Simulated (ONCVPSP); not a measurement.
**An ONCV potential for Kr, from input to tests**

Do these settings give a usable potential? It is generated, then checked for transferability, scattering, ghosts and hardness.

The numbers are computed with ONCVPSP 4.0.1 (LDA (Perdew-Wang 92), scalar-relativistic, spin-unpolarised reference atom).

## 1. Starting point

The settings as typed:

```json
{
 "element": "krypton (Kr, Z = 36)",
 "type": "optimised norm-conserving Vanderbilt (ONCV)",
 "frozen core": "[Ar] 3d10",
 "valence charge": "8",
 "reference configuration": "4s2 4p6",
 "partial waves": "4s: rc 1.15 bohr, ncon 4, nbas 8, qcut 5.3 1/bohr, 2 projectors, debl 1.1 Ha; 4p: rc 1.20 bohr, ncon 4, nbas 8, qcut 7.4 1/bohr, 2 projectors, debl 0.7 Ha; d scattering state at 0.04 Ha: rc 1.20 bohr, ncon 4, nbas 7, qcut 8.9 1/bohr, 2 projectors, debl 2.5 Ha",
 "local potential": "polynomial inside 0.95 bohr (lpopt 2, dvloc0 -1 Ha)",
 "core correction": "not asked for"
}
```

The outer shells as boxes (Hund's rule for the drawing; the calculation is spin-unpolarised):

```
[Ar] core
3d [↑↓][↑↓][↑↓][↑↓][↑↓]
4s [↑↓]
4p [↑↓][↑↓][↑↓]
```

An earlier all-electron run gives the scale for the radii.

All-electron outer shells of the reference configuration (LDA (PZ), scalar-relativistic, ld1.x):

```json
{"shell": "3p", "level (eV)": "-194.91", "outermost node (bohr)": "0.20", "outermost maximum (bohr)": "0.46"}
{"shell": "3d", "level (eV)": "-81.71", "outermost node (bohr)": "–", "outermost maximum (bohr)": "0.41"}
{"shell": "4s", "level (eV)": "-23.22", "outermost node (bohr)": "0.64", "outermost maximum (bohr)": "1.34"}
{"shell": "4p", "level (eV)": "-9.39", "outermost node (bohr)": "0.67", "outermost maximum (bohr)": "1.55"}
```

## 2. The generation run

Kr.dat reads:

```
# ATOM AND REFERENCE CONFIGURATION
# atsym  z   nc   nv     iexc    psfile
  Kr 36.00    6    2  -001012      upf
#
#   n    l    f
    1    0    2.00
    2    0    2.00
    2    1    6.00
    3    0    2.00
    3    1    6.00
    3    2   10.00
    4    0    2.00
    4    1    6.00
#
# PSEUDOPOTENTIAL AND OPTIMIZATION
# lmax
    2
#
#   l,   rc,      ep,       ncon, nbas, qcut
    0    1.15    0.00    4    8    5.30
    1    1.20    0.00    4    8    7.40
    2    1.20    0.04    4    7    8.90
#
# LOCAL POTENTIAL
# lloc, lpopt,  rc(5),   dvloc0
    4    2    0.95   -1.00
#
# VANDERBILT-KLEINMAN-BYLANDER PROJECTORs
# l, nproj, debl
    0    2    1.10
    1    2    0.70
    2    2    2.50
#
# MODEL CORE CHARGE
# icmod, fcfact, rcfact
    0    0.00    0.00
#
# LOG DERIVATIVE ANALYSIS
# epsh1, epsh2, depsh
   -2.00    5.00    0.02
#
# OUTPUT GRID
# rlmax, drl
    6.00    0.01
#
# TEST CONFIGURATIONS
# ncnf
    4
# nvcnf
#   n    l    f
    2
    4    0    2.00
    4    1    5.00
#
    2
    4    0    2.00
    4    1    4.00
#
    2
    4    0    2.00
    4    1    3.00
#
    2
    4    0    1.00
    4    1    6.00
#
```

Launch:

```sh
$ oncvpsp.x < Kr.dat > Kr.out
```

What does the calculation give? Wanted: cutoffs for 1 and 0.1 mHa per electron, occupied waves; bound ghosts; GHOST(+) flags; largest test error; largest phase difference near zero energy, channels read.

**Answer**, as computed:

| quantity | value |
| --- | --- |
| cutoffs for 1 and 0.1 mHa per electron, occupied waves | 64 Ha and 134 Ha |
| bound ghosts | s at -280.27 eV, p at -156.89 eV, d at -68.61 eV |
| GHOST(+) flags | none at low energy |
| largest test error (AE − PS) | +23 meV, for 4s2 4p3 |
| largest phase difference near zero energy, channels read | 0.001 rad |

It has a bound ghost (s, p, d), a state that the atom doesn't have, and that rules the file out. By total energies transferability is good: the largest error is 23 meV on 77.0 eV, for 4s2 4p3. Atomic tests can pass in spite of a ghost, since they solve only for the levels asked. By its cutoff, 64 Ha for the looser tolerance, it is hard. At the looser tolerance the 4s wave is the slowest; 4p needs 32 Ha. Near zero energy the phases of the channels with partial waves agree within 0.001 rad. All of this concerns the isolated atom, not yet a solid.
